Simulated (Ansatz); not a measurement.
CaB2 in Ansatz: the effect of functional

The system is CaB2.

```
Ca B
1.0
     3.22643    0.00000    0.00000
    -1.61322    2.79417    0.00000
     0.00000    0.00000    4.06739
Ca B
1 2
Direct
  0.00000 0.00000 0.00000
  0.66667 0.33333 0.50000
  0.33333 0.66667 0.50000
```

The cell comes from a database or a generator and needn't be the stable form of this composition.

Alike in all runs:

* Program: Ansatz 0.2.0
* Task: band structure
* Potentials or basis: Ansatz PAW
* k mesh: 9 × 9 × 7
* Occupations: fermi-dirac, width 0.05 eV
* Spin: no spin polarisation

```csv
functional,cutoff,pressure (GPa)
LDA,420 eV (not typed: the program's choice for these potentials),-7.0
PBEsol,420 eV (not typed: the program's choice for these potentials),?
RPBE,420 eV (not typed: the program's choice for these potentials),2.7
revPBE,420 eV (not typed: the program's choice for these potentials),1.9
BLYP,420 eV (not typed: the program's choice for these potentials),2.3
r2SCAN,500 eV (not typed: the program's choice for these potentials),-0.4
```

Q: What does the run with functional PBEsol give?

A: Pressure -3.3 GPa.

Caveats: the PAW data sets come from PBE, with cores solved anew for the run's functional, which leaves a small shift of forces and pressure.

Runs at the PBE level aren't shown here.
